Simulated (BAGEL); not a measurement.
# CH6B2O (SMILES BB(C)O): a chain of runs

Wanted: a single-point energy (HF/6-31G*), then the energy (NEVPT2(2,2)/6-31G*), then a single-point energy (CASPT2(2,2)/6-31G*) of CH6B2O. 

The results are computed with BAGEL 1.2.2.

1 further run of the same task is left out (set aside as unsound or not needed).

**1. The molecule**

CH6B2O has 10 atoms, charge 0, and is taken as a singlet. As SMILES, `BB(C)O`. One bond was lengthened or shortened from a relaxed shape.

Bond lengths: B1–B2 1.429 Å, B2–C3 1.575 Å, B2–O4 1.367 Å, B1–H5 1.201 Å, B1–H6 1.200 Å, C3–H7 1.093 Å, C3–H8 1.094 Å, C3–H9 1.097 Å, O4–H10 0.959 Å. Some angles: B1–B2–C3 118.7°, B1–B2–O4 125.5°, C3–B2–O4 115.8°, B2–B1–H5 121.9°, B2–B1–H6 122.5°, B2–C3–H7 113.8°, B2–C3–H8 111.5°, B2–C3–H9 108.5°, B2–O4–H10 114.4°, H5–B1–H6 115.4°.

**2. A single-point energy at HF/6-31G(d) (density fitting with svp-jkfit, spherical functions) (run 1)**

hf.json

```json
{ "bagel" : [

{
  "title" : "molecule",
  "basis" : "6-31gs.json",
  "df_basis" : "svp-jkfit",
  "geometry" : [
    { "atom" : "B", "xyz" : [ -1.77707955,  1.34108383, -1.07608186 ] },
    { "atom" : "B", "xyz" : [  0.54688674,  0.08673843, -0.51211578 ] },
    { "atom" : "C", "xyz" : [  0.71299367, -1.57735440,  1.95057531 ] },
    { "atom" : "O", "xyz" : [  2.70722165,  0.22260974, -1.92355222 ] },
    { "atom" : "H", "xyz" : [ -3.38901593,  0.36844179, -2.34238734 ] },
    { "atom" : "H", "xyz" : [ -2.31187204,  3.36705921, -0.20699682 ] },
    { "atom" : "H", "xyz" : [ -1.03273533, -2.59081452,  2.39220430 ] },
    { "atom" : "H", "xyz" : [  2.26842724, -2.93379981,  1.84380578 ] },
    { "atom" : "H", "xyz" : [  1.08224615, -0.32975721,  3.56534628 ] },
    { "atom" : "H", "xyz" : [  2.58004308,  1.28463582, -3.38695613 ] }
  ]
},
{ "title" : "hf" },
{ "title" : "print", "file" : "orbitals.molden", "orbitals" : "true" }

]}
```

The basis set 6-31G* is read from a file made from the Basis Set Exchange's data (not shown).

Started as:

```
BAGEL_NUM_THREADS=1 BAGEL hf.json > hf.out
```

Standard output:

```text
* using 1 threads per process

  ===============================================================
  ===============================================================

  *** Geometry ***

  { "atom" : "B", "xyz" : [     -1.777080,      1.341084,     -1.076082 ] },
  { "atom" : "B", "xyz" : [      0.546887,      0.086738,     -0.512116 ] },
  { "atom" : "C", "xyz" : [      0.712994,     -1.577354,      1.950575 ] },
  { "atom" : "O", "xyz" : [      2.707222,      0.222610,     -1.923552 ] },
  { "atom" : "H", "xyz" : [     -3.389016,      0.368442,     -2.342387 ] },
  { "atom" : "H", "xyz" : [     -2.311872,      3.367059,     -0.206997 ] },
  { "atom" : "H", "xyz" : [     -1.032735,     -2.590815,      2.392204 ] },
  { "atom" : "H", "xyz" : [      2.268427,     -2.933800,      1.843806 ] },
  { "atom" : "H", "xyz" : [      1.082246,     -0.329757,      3.565346 ] },
  { "atom" : "H", "xyz" : [      2.580043,      1.284636,     -3.386956 ] },

  Number of auxiliary basis functions:      410

  Since a DF basis is specified, we compute 2- and 3-index integrals:
    o Being stored without compression. Storage requirement is 0.015 GB

  Number of basis functions:       68
  Number of electrons      :       30

    * METHOD: MOLECULE                             0.16

  *** RHF ***

  === Nuclear Repulsion ===
   100.4936682996

      * DIIS with orbital gradients will be used.

  === RHF iteration (6-31gs.json) ===
      0       -165.37413567          0.02294592           0.03
      1       -165.51266066          0.01300044           0.03
      2       -165.56102033          0.00238493           0.03
      3       -165.56323216          0.00065899           0.03
      4       -165.56339169          0.00013579           0.03
      5       -165.56340444          0.00005103           0.03
      6       -165.56340646          0.00002423           0.03
      7       -165.56340707          0.00000908           0.03
      8       -165.56340716          0.00000194           0.03
      9       -165.56340716          0.00000058           0.03
     10       -165.56340716          0.00000023           0.03
     11       -165.56340716          0.00000006           0.03
     12       -165.56340716          0.00000003           0.03
     13       -165.56340716          0.00000001           0.03
    * SCF iteration converged.

    * Permanent dipole moment:
           (    0.193820,    -0.335421,     0.334641) a.u.

    * METHOD: HF                                   0.47

    * METHOD: PRINT                                0.01

  ===============================================================
```

Wall time 0.78 s (1 thread of Arm Neoverse V1, shared host); peak memory 0.084 GiB.

**3. A single-point energy at NEVPT2(2,2)/6-31G(d) (density fitting with svp-jkfit, spherical functions) (run 2)**

calc.json

```json
{ "bagel" : [

{
  "title" : "molecule",
  "basis" : "6-31gs.json",
  "df_basis" : "svp-jkfit",
  "geometry" : [
    { "atom" : "B", "xyz" : [    -1.77707955,     1.34108383,    -1.07608186 ] },
    { "atom" : "B", "xyz" : [     0.54688674,     0.08673843,    -0.51211578 ] },
    { "atom" : "C", "xyz" : [     0.71299367,    -1.57735440,     1.95057531 ] },
    { "atom" : "O", "xyz" : [     2.70722165,     0.22260974,    -1.92355222 ] },
    { "atom" : "H", "xyz" : [    -3.38901593,     0.36844179,    -2.34238734 ] },
    { "atom" : "H", "xyz" : [    -2.31187204,     3.36705921,    -0.20699682 ] },
    { "atom" : "H", "xyz" : [    -1.03273533,    -2.59081452,     2.39220430 ] },
    { "atom" : "H", "xyz" : [     2.26842724,    -2.93379981,     1.84380578 ] },
    { "atom" : "H", "xyz" : [     1.08224615,    -0.32975721,     3.56534628 ] },
    { "atom" : "H", "xyz" : [     2.58004308,     1.28463582,    -3.38695613 ] }
  ]
},

{
  "title" : "hf"
},

{
  "title" : "casscf",
  "nstate" : 1,
  "nact" : 2,
  "nclosed" : 14,
  "active" : [8, 23],
  "maxiter" : 200,
  "natocc" : "true"
},

{
  "title" : "nevpt2",
  "nstate" : 1,
  "nact" : 2,
  "nclosed" : 14,
  "active" : [8, 23],
  "maxiter" : 200,
  "natocc" : "true",
  "ncore" : 4
},

{
  "title" : "print",
  "file" : "orbitals.molden",
  "orbitals" : "true"
}

]}
```

The basis set 6-31G* is read from a file made from the Basis Set Exchange's data (not shown).

Started as:

```
BAGEL_NUM_THREADS=1 BAGEL calc.json > calc.out
```

Standard output:

```text
* using 1 threads per process

  ===============================================================
  ===============================================================

  *** Geometry ***

  { "atom" : "B", "xyz" : [     -1.777080,      1.341084,     -1.076082 ] },
  { "atom" : "B", "xyz" : [      0.546887,      0.086738,     -0.512116 ] },
  { "atom" : "C", "xyz" : [      0.712994,     -1.577354,      1.950575 ] },
[... 6 lines of this table left out ...]
  { "atom" : "H", "xyz" : [      2.580043,      1.284636,     -3.386956 ] },

  Number of auxiliary basis functions:      410

  Since a DF basis is specified, we compute 2- and 3-index integrals:
    o Being stored without compression. Storage requirement is 0.015 GB

  Number of basis functions:       68
  Number of electrons      :       30

    * METHOD: MOLECULE                             0.16

  *** RHF ***

  === Nuclear Repulsion ===
   100.4936682996

      * DIIS with orbital gradients will be used.

  === RHF iteration (6-31gs.json) ===
      0       -165.37413567          0.02294592           0.03
      1       -165.51266066          0.01300044           0.03
      2       -165.56102033          0.00238493           0.03
[... 10 lines of this table left out ...]
     13       -165.56340716          0.00000001           0.03
    * SCF iteration converged.

    * Permanent dipole moment:
           (    0.193820,    -0.335421,     0.334641) a.u.

    * METHOD: HF                                   0.48

  ---------------------------
      CASSCF calculation
  ---------------------------

    ==== Active orbitals : =====
         Orbital 8
         Orbital 23
    ============================

    * nstate   :      1
    * nclosed  :     14
    * nact     :      2
    * nvirt    :     52
  === CASSCF iteration (6-31gs.json) ===

    * Using the second-order algorithm

      0  0      -165.56344306     1.12e-05      0.01

      1  0      -165.56348815     1.75e-05      0.10
[... 27 lines of this table left out ...]
     15  0      -165.57700988     5.52e-09      0.12

    * Second-order optimization converged. *

     guess   0:   closed 1.                   open ..

  === FCI iteration ===

      0  0      -165.56328596     7.57e-02      0.00
      1  0      -165.57700502     1.09e-03      0.00
      2  0 *    -165.57700988     1.02e-16      0.00

     * ci vector, state   0, <S^2> = 0.0000
       2.     0.9959126264
       .2    -0.0903218719

    * METHOD: CASSCF                               2.16

    * freezing 4 orbitals

  === DF-NEVPT2 calculation ===

    * 3-index integral transformation done
    * assembly done

      NEVPT2 correlation energy:   -0.4413398028      0.11

          (+0)     -0.4113389382
          (+0)'    -0.0054078631
          (+1)     -0.0032980432
          (+1)'    -0.0000000000
          (+2)     -0.0001600164
          (-1)     -0.0149580658
          (-1)'     0.0000000000
          (-2)     -0.0061768761

      NEVPT2 total energy:       -166.0183496873

    * METHOD: NEVPT2                               0.17

    * METHOD: PRINT                                0.01

  ===============================================================
```

Wall time 3.3 s (1 thread of Arm Neoverse V1, shared host); peak memory 0.14 GiB.

**4. The energy at CASPT2(2,2)/6-31G(d) (density fitting with svp-jkfit, spherical functions) (run 3)**

input.json

```json
{ "bagel": [

{
  "title": "molecule",
  "basis": "6-31gs.json",
  "df_basis": "svp-jkfit",
  "geometry": [
    { "atom": "B", "xyz": [    -1.77707955,     1.34108383,    -1.07608186 ] },
    { "atom": "B", "xyz": [     0.54688674,     0.08673843,    -0.51211578 ] },
    { "atom": "C", "xyz": [     0.71299367,    -1.57735440,     1.95057531 ] },
    { "atom": "O", "xyz": [     2.70722165,     0.22260974,    -1.92355222 ] },
    { "atom": "H", "xyz": [    -3.38901593,     0.36844179,    -2.34238734 ] },
    { "atom": "H", "xyz": [    -2.31187204,     3.36705921,    -0.20699682 ] },
    { "atom": "H", "xyz": [    -1.03273533,    -2.59081452,     2.39220430 ] },
    { "atom": "H", "xyz": [     2.26842724,    -2.93379981,     1.84380578 ] },
    { "atom": "H", "xyz": [     1.08224615,    -0.32975721,     3.56534628 ] },
    { "atom": "H", "xyz": [     2.58004308,     1.28463582,    -3.38695613 ] }
  ]
},

{ "title": "hf" },

{ "title": "casscf", "nstate": 1, "nact": 2, "nclosed": 14, "active": [8, 23], "maxiter": 200, "natocc": true },

{ "title": "print", "file": "orbitals.molden", "orbitals": true },

{ "title": "smith", "method": "caspt2", "ms": true, "xms": true, "sssr": true, "shift": 0.2, "shift_imag": true, "ncore": 4 }

]}
```

The basis set 6-31G* is read from a file made from the Basis Set Exchange's data (not shown).

Started as:

```
BAGEL_NUM_THREADS=1 BAGEL input.json > input.out
```

Standard output:

```text
* using 1 threads per process

  ===============================================================
  ===============================================================

  *** Geometry ***

  { "atom" : "B", "xyz" : [     -1.777080,      1.341084,     -1.076082 ] },
  { "atom" : "B", "xyz" : [      0.546887,      0.086738,     -0.512116 ] },
  { "atom" : "C", "xyz" : [      0.712994,     -1.577354,      1.950575 ] },
[... 6 lines of this table left out ...]
  { "atom" : "H", "xyz" : [      2.580043,      1.284636,     -3.386956 ] },

  Number of auxiliary basis functions:      410

  Since a DF basis is specified, we compute 2- and 3-index integrals:
    o Being stored without compression. Storage requirement is 0.015 GB

  Number of basis functions:       68
  Number of electrons      :       30

    * METHOD: MOLECULE                             0.16

  *** RHF ***

  === Nuclear Repulsion ===
   100.4936682996

      * DIIS with orbital gradients will be used.

[... 6 lines left out ...]
    * SCF iteration converged.
[... 1 line left out ...]
    * Permanent dipole moment:
[... 27 lines left out ...]
    * Second-order optimization converged. *
[... 9 lines left out ...]
     * ci vector, state   0, <S^2> = 0.0000
[... 16 lines left out ...]
    * Zeroth order energy : state  0       -1.0404871584
[... 4 lines left out ...]
       #      aibj      arbs      arbi      airj      risj      airs      arst      rist         Etot      error   time
[... 2 lines left out ...]
       0  -0.41032  -0.00763  -0.01524  -0.00405  -0.00025  -0.00480  -0.00000  -0.00000   -0.4422847  0.0015665   0.05
       1  -0.41065  -0.00769  -0.01530  -0.00423  -0.00029  -0.00505   0.00000  -0.00000   -0.4432000  0.0003708   0.04
       2  -0.41066  -0.00769  -0.01532  -0.00424  -0.00029  -0.00505  -0.00000  -0.00000   -0.4432509  0.0000917   0.04
       3  -0.41065  -0.00769  -0.01532  -0.00424  -0.00030  -0.00505   0.00000  -0.00000   -0.4432535  0.0000244   0.04
       4  -0.41065  -0.00769  -0.01532  -0.00424  -0.00030  -0.00505   0.00000  -0.00000   -0.4432537  0.0000053   0.04
       5  -0.41065  -0.00769  -0.01532  -0.00424  -0.00030  -0.00505  -0.00000  -0.00000   -0.4432537  0.0000011   0.05
       6  -0.41065  -0.00769  -0.01532  -0.00424  -0.00030  -0.00505  -0.00000  -0.00000   -0.4432537  0.0000003   0.05

      ------------------------------------------------------------------------------------------------------------------

    * CASPT2 energy : state  0     -166.0223521852
        w/o shift correction       -166.0202635928
        reference weight              0.8751789654

    * METHOD: SMITH                                0.43

  ===============================================================
```

It took 3.6 s on 1 thread of Arm Neoverse V1, shared host; peak memory 0.15 GiB.

**5. Results**

```
                               quantity          value
         run 1, HF/6-31G*: total energy  -165.56341 Eh
        run 1, HF/6-31G*: dipole moment         1.30 D
          run 1, HF/6-31G*: HOMO energy      -11.29 eV
          run 1, HF/6-31G*: LUMO energy        2.41 eV
        run 1, HF/6-31G*: HOMO–LUMO gap       13.70 eV
run 2, NEVPT2(2,2)/6-31G*: total energy  -166.01835 Eh
run 3, CASPT2(2,2)/6-31G*: total energy  -166.02235 Eh
```
